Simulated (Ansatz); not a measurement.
# C: the cell at several levels of theory

Cell and atoms of C (4H polytype) are relaxed in turn with PBE, r2SCAN, PBEsol and LDA. This is a trial cell built on a prototype, not taken from a measured structure, and it needn't be the compound's ground state.

Code: Ansatz 0.2.0. PAW datasets, plane waves, zero pressure. The cell comes from a prototype generator: it can be a known phase or a hypothetical one. Spin polarisation is off.

### 1 The cell

This is the cell as the run starts from it, not yet at rest; its lengths are not the crystal's.

Space group P6_3/mmc (No. 194), hexagonal; a = 2.482 Å, c = 8.107 Å in the conventional setting, 5.41 Å³ an atom. Near C stand 4 C at 1.52 Å.

The structure in full:

```cif
data_structure
_symmetry_space_group_name_H-M 'P6_3/mmc'
_symmetry_Int_Tables_number 194
_cell_length_a 2.4821
_cell_length_b 2.4821
_cell_length_c 8.1067
_cell_angle_alpha 90.000
_cell_angle_beta 90.000
_cell_angle_gamma 120.000
_cell_volume 43.25
loop_
_atom_site_label
_atom_site_type_symbol
_atom_site_symmetry_multiplicity
_atom_site_Wyckoff_symbol
_atom_site_fract_x
_atom_site_fract_y
_atom_site_fract_z
_atom_site_occupancy
C1 C 4 e 0.00000 0.00000 0.90625 1
C2 C 4 f 0.33333 0.66667 0.15625 1
```

### 2 Relaxation with PBE

Contents of input.yaml:

```yaml
crystal:
  lattice:
    - [2.482149606, 0.0, 0.0]
    - [-1.241074803, 2.1496046148, 0.0]
    - [0.0, 0.0, 8.1067006133]
  atoms:
    - { symbol: C, position: [0.0, 0.0, 0.0] }
    - { symbol: C, position: [0.3333333333, 0.6666666667, 0.25] }
    - { symbol: C, position: [0.0, 0.0, 0.5] }
    - { symbol: C, position: [0.6666666667, 0.3333333333, 0.75] }
    - { symbol: C, position: [0.0, 0.0, 0.1875] }
    - { symbol: C, position: [0.3333333333, 0.6666666667, 0.4375] }
    - { symbol: C, position: [0.0, 0.0, 0.6875] }
    - { symbol: C, position: [0.6666666667, 0.3333333333, 0.9375] }
kpoints:
  mp_grid: { grid: [12, 12, 4] }
hamiltonian:
  xc: pbe
scf:
  occupations: { method: fermi_dirac, width: 0.02 }
relax:
  f_tol: 0.005
  cell: {}
```

On the command line:

```
ansatz run input.yaml --threads 4 --pin off --max-ram 7372MiB --backend cpu --events-out ev --progress --plain --runs-dir out
```

After this run come: Relaxing with r2SCAN; Relaxing with PBEsol; LDA: cell and atoms.

What does the calculation give? Wanted: for each run, a; c; volume; space group; SCF geometries.

The runs gave:

```
 level  a (Å)  c (Å)  volume (Å³/atom)  space group  SCF geometries
   PBE  2.518  8.304             5.700     P6_3/mmc               9
r2SCAN  2.510  8.280             5.646     P6_3/mmc               5
PBEsol  2.505  8.265             5.616     P6_3/mmc               8
   LDA  2.490  8.215             5.513     P6_3/mmc               8
```

In words: The first relaxation changed the volume by +5.4 % from the start. LDA gives the smallest cell and PBE the largest; they differ by 3.4 % in volume, a mean of 1.1 % in length.
